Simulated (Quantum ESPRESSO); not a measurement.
NbSi:

```
Nb Si
1.0
     0.00000    2.57383    2.57383
     2.57383    0.00000    2.57383
     2.57383    2.57383    0.00000
Nb Si
1 1
Direct
  0.00000 0.00000 0.00000
  0.50000 0.50000 0.50000
```

The cell was built by a generator and needn't be a form met in nature.

Base run:

| Property | Result |
| --- | --- |
| Program | Quantum ESPRESSO 7.5 |
| Functional | PBE |
| Potentials or basis | SSSP 1.3 efficiency PBE |
| Cutoff | 748 eV |
| Density cutoff | 5987 eV |
| k mesh | 9 × 9 × 9 |
| Occupations | fermi-dirac, width 0.05 eV |
| Spin | no spin polarisation |
| Hubbard terms | Nb d U = 4 eV |

Its results: band gap on the k mesh none (metal or under the smearing width); pressure 1.6 GPa.

Task: After a change of settings the same cell gave: band gap on the k mesh none (metal or under the smearing width); pressure 9.4 GPa. Which change was it?
A. hubbard terms from Nb d U = 4 eV to Nb d U = 8 eV
B. hubbard terms from Nb d U = 4 eV to Nb d U = 3 eV
C. hubbard terms from Nb d U = 4 eV to none

Result: A.

Caveats: U without spin polarisation on a metal has little footing; the U is typed as a test and isn't derived for this compound.
